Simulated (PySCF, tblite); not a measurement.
# C4H6SSi: vibronic structure

What do calculations give for the vibronic structure of C4H6SSi (`[SiH3]c1cccs1`)?

Programs: tblite 0.8.0 and PySCF 2.14.0, with routines of our own; each step states its level. All values are computed. Atoms count from 0.

## 1. The starting structure

12 atoms, charge 0, multiplicity 1; geometry from: force field or distance geometry start.

## 2. Optimising the geometry with GFN2-xTB

What the job is given:

```
{"job": {"kind": "relax", "xc": "GFN2-xTB", "basis": "xTB"}, "charge": 0, "multiplicity": 1}
Si     2.222100    -0.022800    -0.281300
C      0.349700    -0.024500    -0.112700
C     -0.490000     0.384400     0.909200
C     -1.871700     0.182700     0.574600
C     -2.028000    -0.398200    -0.651400
S     -0.533900    -0.676500    -1.435600
H      2.619500     0.806900    -1.452700
H      2.731600    -1.400500    -0.441200
H      2.821400     0.562900     0.946700
H     -0.160700     0.826100     1.840700
H     -2.704400     0.427300     1.228600
H     -2.954300    -0.668500    -1.150800
```

Launch:

```sh
OMP_NUM_THREADS=1 python excited_run.py task.json out
```

This one command runs all jobs of the session in turn.

Log:

```text
step      E/eV     max force
  0    -450.83761    1.118
  1    -450.87227    0.589
  2    -450.88673    0.284
  3    -450.89154    0.186
  4    -450.89402    0.142
  5    -450.89638    0.188
  6    -450.89837    0.215
  7    -450.90061    0.174
  8    -450.90213    0.113
  9    -450.90298    0.092
 10    -450.90355    0.076
 11    -450.90416    0.065
 12    -450.90488    0.076
 13    -450.90565    0.092
 14    -450.90640    0.100
 15    -450.90713    0.092
 16    -450.90785    0.078
 17    -450.90844    0.068
 18    -450.90884    0.053
 19    -450.90912    0.044
 20    -450.90940    0.062
 21    -450.90974    0.066
 22    -450.91010    0.052
 23    -450.91043    0.054
 24    -450.91066    0.043
 25    -450.91081    0.029
 26    -450.91089    0.020
 27    -450.91093    0.015
 28    -450.91096    0.014
 29    -450.91097    0.008
```

It took 0.17 s on 1 thread of Arm Neoverse V1, shared host.

Step by step:

```
step  energy from step 0 (eV)  largest force (eV/Å)
   0                   0.0000                1.1176
   1                  -0.0347                0.5890
   2                  -0.0491                0.2842
   3                  -0.0539                0.1856
   4                  -0.0564                0.1424
   5                  -0.0588                0.1878
   6                  -0.0608                0.2152
   7                  -0.0630                0.1736
   8                  -0.0645                0.1132
   9                  -0.0654                0.0923
  10                  -0.0659                0.0760
  11                  -0.0666                0.0650
  12                  -0.0673                0.0765
  13                  -0.0680                0.0920
  14                  -0.0688                0.0996
  15                  -0.0695                0.0917
  16                  -0.0702                0.0784
  17                  -0.0708                0.0683
  18                  -0.0712                0.0531
  19                  -0.0715                0.0435
  20                  -0.0718                0.0620
  21                  -0.0721                0.0663
  22                  -0.0725                0.0521
  23                  -0.0728                0.0543
  24                  -0.0731                0.0427
  25                  -0.0732                0.0289
  26                  -0.0733                0.0202
  27                  -0.0733                0.0149
  28                  -0.0734                0.0136
  29                  -0.0734                0.0075
```

Close pairs (by a distance rule), those that changed most:

```
  bond  before (Å)  after (Å)  change (Å)
 C2–C3       1.436      1.411      -0.025
Si0–H6       1.489      1.464      -0.025
Si0–H8       1.487      1.463      -0.024
 C1–C2       1.384      1.364      -0.020
 C1–S5       1.719      1.737      +0.018
C4–H11       1.087      1.072      -0.015
Si0–H7       1.478      1.464      -0.013
C3–H10       1.087      1.076      -0.011
```

The final coordinates are the input of the step that follows.

## 3. Infrared spectrum with GFN2-xTB

What the job is given:

```
{"job": {"kind": "ir", "xc": "GFN2-xTB", "basis": "xTB"}, "charge": 0, "multiplicity": 1}
Si     2.228196    -0.006321    -0.254954
C      0.357148    -0.054668    -0.159630
C     -0.467893     0.361673     0.844168
C     -1.839706     0.172081     0.574530
C     -2.052270    -0.390594    -0.642258
S     -0.580587    -0.696588    -1.473087
H      2.628183     0.809859    -1.403252
H      2.733490    -1.371811    -0.411682
H      2.704273     0.584724     0.995762
H     -0.097547     0.794482     1.756946
H     -2.628198     0.443323     1.253950
H     -2.983890    -0.646846    -1.106520
```

Log:

```text
mode    cm-1     km/mol
  1      58.9      0.38
  2     148.4      0.76
  3     173.4      0.28
  4     404.8     11.36
  5     406.5      0.70
  6     524.1     11.40
  7     536.0     55.67
  8     566.2     69.06
  9     641.6      8.77
 10     732.4     41.95
 11     743.1     11.31
 12     764.3    163.73
 13     782.7    185.79
 14     789.7    434.05
 15     816.6      2.02
 16     847.1     13.42
 17     850.2      0.09
 18     992.1     63.85
 19    1075.2      0.59
 20    1099.4     10.87
 21    1185.0      6.77
 22    1328.0      1.87
 23    1443.2     25.28
 24    1541.7     22.17
 25    2254.3    367.02
 26    2259.6    145.91
 27    2269.1    319.30
 28    3117.2     17.63
 29    3127.5     34.99
 30    3161.2     11.31
```

Wall time 0.34 s (1 thread of Arm Neoverse V1, shared host).

The strongest bands and the atoms that carry them (share of the mass-weighted mode):

```
cm⁻¹  km/mol                      atoms
 566    69.1  H7 29 %, H6 29 %, C1 25 %
 764   163.7  H8 59 %, H7 19 %, H6 18 %
 783   185.8  H6 39 %, H7 38 %, H8 17 %
 790   434.1  H7 35 %, H6 35 %, H8 21 %
 992    63.9           C1 59 %, C2 11 %
2254   367.0           H6 57 %, H7 39 %
2260   145.9           H7 57 %, H6 40 %
2269   319.3                    H8 96 %
```

## 4. Vibronic structure: TDDFT LC-wPBE/6-31G*

Settings changed since step 3:

```diff
@@ -1,2 +1,2 @@
-{"job": {"kind": "ir", "xc": "GFN2-xTB", "basis": "xTB"}, "charge": 0, "multiplicity": 1}
+{"job": {"kind": "vib", "xc": "LC-wPBE", "basis": "6-31G*", "tda": false}, "charge": 0, "multiplicity": 1}
 Si     2.228196    -0.006321    -0.254954
```

Method: TDDFT LC-wPBE/6-31G* vertical-gradient vibronic structure (displaced harmonic oscillators, Condon), gas phase.

Log:

```text
final grid: 48280 points
cycle   1  E = -843.3015824740  dE =  1.192e+00  |g| = 2.607e-01  |ddm| = 3.429e+00
cycle   2  E = -843.3274095818  dE = -2.583e-02  |g| = 1.170e-01  |ddm| = 5.375e-01
cycle   3  E = -843.3303812680  dE = -2.972e-03  |g| = 6.129e-02  |ddm| = 1.707e-01
cycle   4  E = -843.3314553075  dE = -1.074e-03  |g| = 1.157e-02  |ddm| = 8.548e-02
cycle   5  E = -843.3315058420  dE = -5.053e-05  |g| = 2.860e-03  |ddm| = 2.552e-02
cycle   6  E = -843.3315101438  dE = -4.302e-06  |g| = 1.337e-03  |ddm| = 6.855e-03
cycle   7  E = -843.3315111673  dE = -1.023e-06  |g| = 4.584e-04  |ddm| = 2.885e-03
cycle   8  E = -843.3315113686  dE = -2.013e-07  |g| = 2.349e-04  |ddm| = 1.277e-03
cycle   9  E = -843.3315114176  dE = -4.898e-08  |g| = 9.348e-05  |ddm| = 7.059e-04
cycle  10  E = -843.3315114226  dE = -5.021e-09  |g| = 3.863e-05  |ddm| = 2.171e-04
cycle  11  E = -843.3315114236  dE = -9.582e-10  |g| = 6.113e-06  |ddm| = 1.058e-04
converged SCF energy = -843.3315114236

Singlet excitations (eV, f): 5.879 (0.1648)  6.119 (0.1289)  6.680 (0.0000)  6.961 (0.0008)  7.703 (0.0000)  7.879 (0.0001)

State S1  5.8790 eV  f = 0.16485  H->L 0.86, H-1->L 0.08
  relaxed dipole 1.792 D, largest gradient of the excitation energy 0.0722 Eh/bohr
  mode    cm-1        S   lambda/meV  Raman
   23   1443.2    1.8602     332.8   1.000
    9    641.6    1.3682     108.8   0.145
   10    732.4    0.6450      58.6   0.089
   18    992.1    0.2062      25.4   0.052
   13    782.7    0.1103      10.7   0.017
    7    536.0    0.1593      10.6   0.012
   20   1099.4    0.0288       3.9   0.009
   21   1185.0    0.0224       3.3   0.008
    4    404.8    0.0619       3.1   0.003
    3    173.4    0.0970       2.1   0.001
   24   1541.7    0.0055       1.0   0.003
  reorganisation energy 0.5647 eV, total S 4.589, 0-0 5.3143 eV
  absorption maximum 5.752 eV, width 0.640 eV

State S2  6.1194 eV  f = 0.12885  H-1->L 0.83, H->L 0.09
  relaxed dipole 0.789 D, largest gradient of the excitation energy 0.0591 Eh/bohr
  mode    cm-1        S   lambda/meV  Raman
   16    847.1    0.9167      96.3   0.594
   23   1443.2    0.5320      95.2   1.000
   10    732.4    0.4771      43.3   0.231
   24   1541.7    0.1794      34.3   0.385
   21   1185.0    0.0854      12.5   0.108
    4    404.8    0.1466       7.4   0.022
    7    536.0    0.0858       5.7   0.022
   19   1075.2    0.0388       5.2   0.040
   14    789.7    0.0302       3.0   0.017
   18    992.1    0.0125       1.5   0.011
    9    641.6    0.0149       1.2   0.006
  reorganisation energy 0.3100 eV, total S 2.581, 0-0 5.8094 eV
  absorption maximum 6.001 eV, width 0.492 eV

State T1  3.6365 eV  f = 0.00000  H->L 0.90
  relaxed dipole 1.578 D, largest gradient of the excitation energy 0.0999 Eh/bohr
  mode    cm-1        S   lambda/meV  Raman
   23   1443.2    2.6183     468.5   1.000
    9    641.6    1.2931     102.9   0.098
   20   1099.4    0.1476      20.1   0.033
   16    847.1    0.1720      18.1   0.023
   24   1541.7    0.0338       6.5   0.015
    7    536.0    0.0879       5.8   0.005
    4    404.8    0.0830       4.2   0.002
   22   1328.0    0.0090       1.5   0.003
   13    782.7    0.0110       1.1   0.001
  reorganisation energy 0.6315 eV, total S 4.475, 0-0 3.0050 eV
  absorption maximum 3.533 eV, width 0.654 eV
```

It took 31 s on 1 thread of Arm Neoverse V1, shared host; peak memory 0.65 GiB.

Orbitals, density, ELF and potential are computed afterwards from the orbital file.

Frontier orbitals at LC-wPBE/6-31G*, with the share of their density that lies nearest to each atom:

| orbital | energy (eV) | lies on |
| --- | --- | --- |
| HOMO | -9.34 | C1, C4 about 31 % each; C3 14 %; C2 10 % |
| LUMO | 1.68 | C1, C4 about 22 % each; S5 17 %; C2 13 % |

ELF in a plane through or near 10 of the atoms.

Values, 10 rows by 14 columns:
```
0.00 0.00 0.00 0.00 0.00 0.00 0.00 0.00 0.00 0.00 0.00 0.00 0.00 0.00
0.00 0.00 0.00 0.00 0.00 0.00 0.01 0.06 0.01 0.00 0.00 0.00 0.00 0.00
0.00 0.00 0.01 0.67 0.52 0.00 0.78 0.99 0.44 0.00 0.17 0.03 0.00 0.00
0.00 0.00 0.87 1.00 1.00 0.13 0.55 0.99 0.52 0.48 1.00 0.97 0.01 0.00
0.00 0.00 0.39 0.98 0.82 0.38 0.45 0.38 0.87 0.52 0.94 0.67 0.01 0.00
0.00 0.00 0.09 0.12 0.84 0.63 0.27 0.49 0.09 0.79 0.54 0.06 0.00 0.00
0.00 0.00 0.07 0.44 0.27 0.25 0.50 0.39 0.57 0.25 0.98 0.99 0.15 0.00
0.00 0.00 0.00 0.03 0.04 0.01 0.67 0.61 0.55 0.11 0.70 0.94 0.02 0.00
0.00 0.00 0.00 0.00 0.00 0.00 0.48 0.83 0.65 0.02 0.00 0.00 0.00 0.00
0.00 0.00 0.00 0.00 0.00 0.00 0.00 0.01 0.01 0.00 0.00 0.00 0.00 0.00
```
The map spans 11.1 Å across and 9.0 Å up, centred on the molecule. Atoms in the plane (x, y in Å): Si0 (-2.2, -0.1), C1 (-0.4, -0.2), C2 (0.5, 0.9), C3 (1.9, 0.5), C4 (2.0, -0.8), S5 (0.5, -1.6), H8 (-2.7, 1.3), H9 (0.2, 1.9), H10 (2.7, 1.2), H11 (2.9, -1.4).

On the surface of density 0.002 e/bohr³ the electrostatic potential runs, from the 1st to the 99th percentile, from -0.66 V near C3 to 1.13 V near H11.

## 5. Results

| quantity | value |
| --- | --- |
| strongest single infrared mode (GFN2-xTB) | 790 cm⁻¹, 434 km/mol |
| zero-point energy (GFN2-xTB) | 49.5 kcal/mol |
| S1: vertical, reorganisation, 0-0, total S (step 4, TDDFT LC-wPBE/6-31G*, modes from GFN2-xTB) | 5.88, 0.56, 5.31 eV; 4.6 |
| S2: vertical, reorganisation, 0-0, total S (step 4, TDDFT LC-wPBE/6-31G*, modes from GFN2-xTB) | 6.12, 0.31, 5.81 eV; 2.6 |
| T1: vertical, reorganisation, 0-0, total S (step 4, TDA LC-wPBE/6-31G*, modes from GFN2-xTB) | 3.64, 0.63, 3.00 eV; 4.5 |
| surface potential, 1st and 99th percentile | -0.66 V and 1.13 V |

What this shows: All 30 modes are real, so the xTB geometry is a minimum. The strongest single mode, at 790 cm⁻¹, is carried by H7, H6, H8. GFN2-xTB is a fitted tight-binding method: band positions and strengths are rough. Its intensities can rank the bands wrongly. The vibronic model keeps the ground-state modes (from xTB) and shifts them along the gradient alone, so it can miss much of the relaxation that a full optimisation finds.
